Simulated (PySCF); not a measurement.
**[HfF3(NH3)]+: other functionals and bases at one geometry**

The task here is to estimate one member of a computed series from the others.

The runs use PySCF 2.14.0; several levels, as the steps say, no spin–orbit coupling.

1 further run of the same task is left out (for a known fault of the program).

## Where the work starts

8 atoms, charge 1, spin multiplicity 1.

Bond lengths: Hf1–F2 1.878 Å, Hf1–F3 1.878 Å, Hf1–F4 1.878 Å, Hf1–N5 2.272 Å, N5–H6 1.030 Å, N5–H7 1.030 Å, N5–H8 1.030 Å. Angles: F2–Hf1–F3 115.7°, F2–Hf1–F4 115.7°, F2–Hf1–N5 102.2°, F3–Hf1–F4 115.7°, F3–Hf1–N5 102.2°, F4–Hf1–N5 102.2°, Hf1–N5–H6 113.5°, Hf1–N5–H7 113.5°, Hf1–N5–H8 113.5°, H6–N5–H7 105.2°, H6–N5–H8 105.2°, H7–N5–H8 105.2°.

As a file:

```xyz
8
charge 1, multiplicity 1
Hf    0.06944   -0.06944    0.06944
F     1.04730    1.20108    1.04730
F    -1.20108   -1.04730    1.04730
F     1.04730   -1.04730   -1.20108
N    -1.24230    1.24230   -1.24230
H    -1.86449    1.86449   -0.70777
H    -0.70777    1.86449   -1.86449
H    -1.86449    0.70777   -1.86449
```

Formal oxidation states: Hf +4. An earlier session relaxed this geometry at PBE0, Hf def2-SVP with ECP60, F def2-SVP, N def2-SVP, H def2-SVP (singlet, point group C3v).

At PBE0 on the finer grid: E = -403.494907 Eh, HOMO -16.80 eV, LUMO -6.56 eV, Mulliken charge on Hf1 +1.54 e, largest force component 0.023 eV/Å. 

Levels to run: BLYP; HF; PBE0, TZVP. Hardware: 2 threads of Arm Neoverse V2, shared host.

The first run:

run.py (the lines that set the calculation)

```python
mol = gto.M(atom='''
Hf     0.06944    -0.06944     0.06944
F      1.04730     1.20108     1.04730
F     -1.20108    -1.04730     1.04730
F      1.04730    -1.04730    -1.20108
N     -1.24230     1.24230    -1.24230
H     -1.86449     1.86449    -0.70777
H     -0.70777     1.86449    -1.86449
H     -1.86449     0.70777    -1.86449''',
    basis={'Hf': 'def2-SVP', 'F': 'def2-SVP', 'N': 'def2-SVP', 'H': 'def2-SVP'},
    ecp={'Hf': 'def2-SVP'},
    charge=1, spin=0)
mf = dft.RKS(mol, xc='BLYP')
mf.grids.atom_grid = (75, 302)
mf = mf.density_fit()  # fitting sets: Hf def2-universal-JKFIT, F def2-universal-JKFIT, N def2-universal-JKFIT, H def2-universal-JKFIT
mf.conv_tol = 1e-08; mf.max_cycle = 55
mf.kernel(dm0)  # dm0: the density of the relaxed state
```

Started as:

```bash
$ OMP_NUM_THREADS=2 python run.py
```

Among the steps run: BLYP; HF; PBE0, TZVP.

One of the session's tables, all rows but one given; the rest of the session is left out.

| level | HOMO (eV) | gap (eV) | charge on Hf1 (e) | dipole (D) | largest force component (eV/Å) |
| --- | --- | --- | --- | --- | --- |
| PBE0 (relaxed here) | -16.80 | 10.24 | 1.54 | 7.57 | 0.02 |
| BLYP | -14.63 | 7.34 | 1.31 | 7.40 | 0.45 |
| HF | -22.16 | 18.72 | 2.08 | 7.86 | 0.52 |
| PBE0, TZVP | ? | ? | ? | ? | ? |

Estimate the missing values for PBE0, TZVP.

**Answer.** HOMO (eV): -16.86; gap (eV): 10.34; charge on Hf1 (e): 1.72; dipole (D): 7.50; largest force component (eV/Å): 0.22. In the column «HOMO (eV)» it lies between HF (-22.16) and PBE0 (relaxed here) (-16.80).

The dipole of a charged species depends on the origin, so these sizes hold for this origin alone.

In one basis the HOMO–LUMO gap runs from 7.34 eV (BLYP) to 18.72 eV (HF). The largest leftover force, 0.52 eV/Å with HF, stands at a geometry relaxed at another level. Total energies of different levels can't be compared.
